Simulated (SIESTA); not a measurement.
Crystal: TaAs.

```
Ta As
1.0
    -1.72181    1.72181    5.86794
     1.72181   -1.72181    5.86794
     1.72181    1.72181   -5.86794
Ta As
2 2
Cartesian
  0.0000 0.0000 5.8676
  1.7218 0.0000 2.9336
  0.0000 0.0000 0.9698
  0.0000 1.7218 3.9037
```

The cell is a database's computed one.

Base run:

```yaml
Program: SIESTA 5.4.2
Functional: PBE
Potentials_or_basis: PseudoDojo 0.4 standard (PBE files)
Basis: DZP (energy shift 0.003 Ry; two zetas on semicore shells)
Grid_cutoff: 800 Ry
Energy_shift: 0.003 Ry
k_mesh: 8 × 8 × 8
Occupations: fermi-dirac, width 0.05 eV
Spin: no spin polarisation
Hubbard_terms: Ta d U = 4 eV
```

Its results: band gap on the k mesh none (metal or under the smearing width); pressure 7.5 GPa; largest force 0.077 eV/Å.

The run is repeated on the same cell with these changes: hubbard terms from Ta d U = 4 eV to none. What comes out?

Band gap on the k mesh none (metal or under the smearing width); pressure 4.5 GPa; largest force 0.058 eV/Å.

Caveats: short orbitals over semicore shells can move pressures by several GPa; the basis of atomic orbitals isn't converged, which shifts pressures, moduli and gaps; U without spin polarisation on a metal has little footing (some runs); the U is typed as a test and isn't derived for this compound (some runs).
